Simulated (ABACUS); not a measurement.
The system is Ta3AsAu2O13.

```
Ta As Au O
1.0
     5.45204    0.00000    0.00000
    -2.72602    4.72161    0.00000
     0.00000    0.00000    9.57902
Ta As Au O
3 1 2 13
Direct
  0.00000 0.00000 0.19408
  0.00000 0.00000 0.80592
  0.66667 0.33333 0.00000
  0.00000 0.00000 0.50000
  0.33333 0.66667 0.27428
  0.33333 0.66667 0.72572
  0.00000 0.00000 0.00000
  0.23947 0.97129 0.36402
  0.02871 0.26818 0.36402
  0.73182 0.76053 0.36402
  0.23947 0.97129 0.63598
  0.02871 0.26818 0.63598
  0.73182 0.76053 0.63598
  0.38452 0.33425 0.85844
  0.66575 0.05026 0.85844
  0.94974 0.61548 0.85844
  0.38452 0.33425 0.14156
  0.66575 0.05026 0.14156
  0.94974 0.61548 0.14156
```

The cell was built by a generator and needn't be a form met in nature.

Base run:

| Quantity | Value |
| --- | --- |
| Program | ABACUS 3.10.1 |
| Functional | OLYP |
| Potentials or basis | PseudoDojo NC SR 0.4.1 PBE standard |
| Cutoff | 1143 eV |
| Density cutoff | 4572 eV |
| Basis | plane waves |
| k mesh | 4 × 4 × 2 |
| Occupations | fermi-dirac, width 0.05 eV |
| Spin | no spin polarisation |

Its results: band gap on the k mesh none (metal or under the smearing width); pressure -1.6 GPa; largest force 0.287 eV/Å.

Q: The run is repeated on the same cell with these changes: functional from OLYP to PBEsol; potentials or basis from PseudoDojo NC SR 0.4.1 PBE standard to PseudoDojo NC SR 0.5 PBE stringent; cutoff from 1143 eV to 1796 eV; density cutoff from 4572 eV to 7184 eV; valence electrons from 170 to 220. What comes out?

A: Band gap on the k mesh none (metal or under the smearing width); pressure -6.5 GPa; largest force 0.292 eV/Å.

Caveats: the potentials were made for another functional, which shifts forces and pressure; there are fewer bands than atomic start orbitals, so a level may be missed at k points of high symmetry (some runs).

Not every run made on this cell is shown here.
